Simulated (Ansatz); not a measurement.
# V (hcp type): the cost of one run

Computed with Ansatz 0.2.0 (DFT PBEsol, with the methods named in each step, unless a step's input says otherwise).

This is V in the hcp structure; at room conditions it is bcc.

1 further run of the same task is left out (set aside as unsound or not needed). Runs told in other sessions of the task aren't counted.

## Step 1: Starting point

Symmetry: P6_3/mmc, No. 194, hexagonal system. The conventional cell has a = 2.575 Å, b = 2.575 Å, c = 4.639 Å, α = 90.00°, β = 90.00°, γ = 120.00°. V (site symmetry -6m2) is surrounded by 12 V at 2.57 to 2.75 Å.

As a file:

```cif
data_structure
_symmetry_space_group_name_H-M 'P 1'
_symmetry_Int_Tables_number 1
_cell_length_a 2.5746
_cell_length_b 2.5746
_cell_length_c 4.6387
_cell_angle_alpha 90.000
_cell_angle_beta 90.000
_cell_angle_gamma 120.000
_cell_volume 26.63
loop_
_atom_site_label
_atom_site_type_symbol
_atom_site_fract_x
_atom_site_fract_y
_atom_site_fract_z
_atom_site_occupancy
V1 V 0.33333 0.66667 0.25000 1
V2 V 0.66667 0.33333 0.75000 1
```

Whether this phase is the stable one at these pressures isn't tested.

Atoms are numbered in the order of the input: V1, V2.

## Step 2: The reference volume, LAPW

File input.yaml:

```yaml
crystal:
  lattice:
    - [2.5746073786, 0.0, 0.0]
    - [-1.2873036892, 2.2296753946, 0.0]
    - [0.0, 0.0, 4.6387227447]
  atoms:
    - { symbol: V, position: [0.3333333333, 0.6666666667, 0.25] }
    - { symbol: V, position: [0.6666666667, 0.3333333333, 0.75] }
kpoints:
  mp_grid: { grid: [16, 16, 9] }
  band_path:
    path:
      - [0.0, 0.0, 0.0]
      - [0.5, 0.0, 0.0]
      - [0.3333333333, 0.3333333333, 0.0]
      - [0.0, 0.0, 0.0]
      - [0.0, 0.0, 0.5]
      - [0.5, 0.0, 0.5]
      - [0.3333333333, 0.3333333333, 0.5]
      - [0.0, 0.0, 0.5]
      - [0.5, 0.0, 0.5]
    npoints: 14
scf:
  occupations: { method: fermi_dirac, width: 0.05 }
hamiltonian:
  xc: pbesol
  pseudopotentials: { kind: all_electron, lapw: { basis_error: 0.001 } }
output:
  forces: true
  stress: true
  eigenvalues: true
  populations: true
  dos: { projected: true, de: 0.2, e_range: [-14, 8] }
```

Run with:

```sh
$ ansatz run input.yaml --threads 1 --pin off --max-ram 2048MiB --backend cpu --events-out ev --progress --plain --runs-dir out
```

Q: Estimate wall time and peak memory on 1 thread of Arm Neoverse V1, shared host.

About 24 s, with a peak of 0.41 GiB.
